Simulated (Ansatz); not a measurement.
# Zr2NbC2: the cost of one run

Program: Ansatz 0.2.0. Level of theory: DFT PBE, scalar-relativistic, plane waves, PAW. These are calculated values, not measurements.

### Step 1. The structure to begin with

It takes space group P4/mmm (No. 123, tetragonal). The conventional cell has a = 3.812 Å, b = 3.812 Å, c = 5.039 Å, α = 90.00°, β = 90.00°, γ = 90.00°. Zr (site symmetry mmm) has 4 C at 2.22 Å in its first shell of neighbours. Around Nb (site symmetry 4/mmm) lie 8 C at 3.03 Å and 8 Zr at 3.16 Å. C (site symmetry 4mm) is surrounded by 4 Zr at 2.22 Å and 1 C at 2.26 Å and 4 Nb at 3.03 Å.

Structure file:

```cif
data_structure
_symmetry_space_group_name_H-M 'P4/mmm'
_symmetry_Int_Tables_number 123
_cell_length_a 3.8116
_cell_length_b 3.8116
_cell_length_c 5.0391
_cell_angle_alpha 90.000
_cell_angle_beta 90.000
_cell_angle_gamma 90.000
_cell_volume 73.21
loop_
_atom_site_label
_atom_site_type_symbol
_atom_site_symmetry_multiplicity
_atom_site_Wyckoff_symbol
_atom_site_fract_x
_atom_site_fract_y
_atom_site_fract_z
_atom_site_occupancy
Zr1 Zr 2 e 0.50000 0.00000 0.50000 1
Nb1 Nb 1 a 0.00000 0.00000 0.00000 1
C1 C 2 h 0.50000 0.50000 0.72471 1
```

Recipe of the guess: species swapped into a database cell of BaAs2Pd2 (P4/mmm, No. 123), with Nb on the Ba sites, C on the As sites and Zr on the Pd sites. The dimensions are guesses.

### Step 2. The guess as it stands, on a coarse mesh

The input, input.yaml:

```yaml
crystal:
  lattice:
    - [3.81156434, 0.0, 0.0]
    - [0.0, 3.81156434, 0.0]
    - [0.0, 0.0, 5.03907562]
  atoms:
    - { symbol: Zr, position: [0.5, 0.0, 0.5] }
    - { symbol: Zr, position: [0.0, 0.5, 0.5] }
    - { symbol: Nb, position: [0.0, 0.0, 0.0] }
    - { symbol: C, position: [0.5, 0.5, 0.72470683] }
    - { symbol: C, position: [0.5, 0.5, 0.27529317] }
basis:
  ecutwfc: 420
kpoints:
  mp_grid: { grid: [4, 4, 4] }
hamiltonian:
  xc: pbe
scf:
  occupations: { method: gaussian, width: 0.1 }
  lower_state_search: "off"
output:
  forces: true
  stress: true
  eigenvalues: true
```

Launch:

```bash
$ ansatz run input.yaml --threads 1 --pin off --max-ram 2560MiB --backend cpu --events-out ev --progress --plain --runs-dir out
```

**Question.** How long does this run take on 1 thread of Intel Xeon at 2.50GHz (Skylake/Cascade Lake), shared host, and how much memory does it need?

About 5 s, with a peak of 0.38 GiB.
